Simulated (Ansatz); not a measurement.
Working through an all-electron equation of state of GaP, space group F-43m

Program: the Ansatz DFT code, driven from Python.

Interactive session:
```pycon
>>> import warnings
>>> import ansatz as az
>>> from ase.eos import EquationOfState
>>> from ase.units import GPa
>>> import numpy as np
>>> vectors0 = np.array([
...     [0.0, 2.72525, 2.72525],
...     [2.72525, 0.0, 2.72525],
...     [2.72525, 2.72525, 0.0],
... ])
>>> sites = [
...     ('Ga', [0.0, 0.0, 0.0]),
...     ('P', [0.25, 0.25, 0.25]),
... ]
>>> def build(cell):
...     crystal = az.Crystal(lattice=az.Lattice.of(cell))
...     for symbol, position in sites:
...         crystal = crystal.atom(symbol, position)
...     return crystal
...
>>> warnings.simplefilter('ignore', az.DeckWarning)
>>> volumes, energies = [], []
>>> for scale in np.linspace(0.92, 1.08, 5):
...     cell = vectors0 * scale ** (1 / 3)
...     base = build(cell).calculation()
...     base = base.occupations('fixed')
...     base = base.functional('pbe')
...     base = base.kpoints(6, 6, 6)
...     base = base.pseudopotentials('all_electron', lapw=True)
...     report = base.run(threads=1, pin='off').report
...     volumes.append(abs(np.linalg.det(cell)) / len(sites))
...     energies.append(report['free_energy_ev'] / len(sites))
...     print(f'{scale:.3f} {volumes[-1]:9.4f} A^3/atom {energies[-1]:16.5f} eV/atom  (estimated basis error {1000 * report["lapw_basis_errors"]["total_ev_per_atom"]:.2f} meV/atom)')
...
0.920   18.6212 A^3/atom     -31104.76333 eV/atom  (estimated basis error 0.11 meV/atom)
0.960   19.4308 A^3/atom     -31104.80767 eV/atom  (estimated basis error 0.11 meV/atom)
1.000   20.2404 A^3/atom     -31104.82990 eV/atom  (estimated basis error 0.11 meV/atom)
1.040   21.0500 A^3/atom     -31104.83426 eV/atom  (estimated basis error 0.11 meV/atom)
1.080   21.8596 A^3/atom     -31104.82419 eV/atom  (estimated basis error 0.11 meV/atom)
>>> v0, e0, bulk = EquationOfState(volumes, energies, eos='birchmurnaghan').fit()
>>> print(f'V0 = {v0:.4f} A^3/atom, B0 = {bulk / GPa:.1f} GPa')
V0 = 20.8653 A^3/atom, B0 = 77.0 GPa
```

A third-order Birch-Murnaghan fit through the 5 points has its minimum at 20.87 Å³ an atom, 3.1 % above the typed cell, with a bulk modulus of 77 GPa and dB/dP = 4.5. From that minimum the energy rises by 71.3 meV an atom on the compressed side and 10.5 meV on the expanded side.

All-electron totals depend on functional, relativistic treatment and basis; only differences at equal settings carry meaning. The starting cell is as deposited in a crystallographic database; the results hold for this polymorph, which needn't be the stable one. It ran for 41 s on 1 thread of Arm Neoverse V1, with other jobs on the host, peak memory 0.35 GiB.
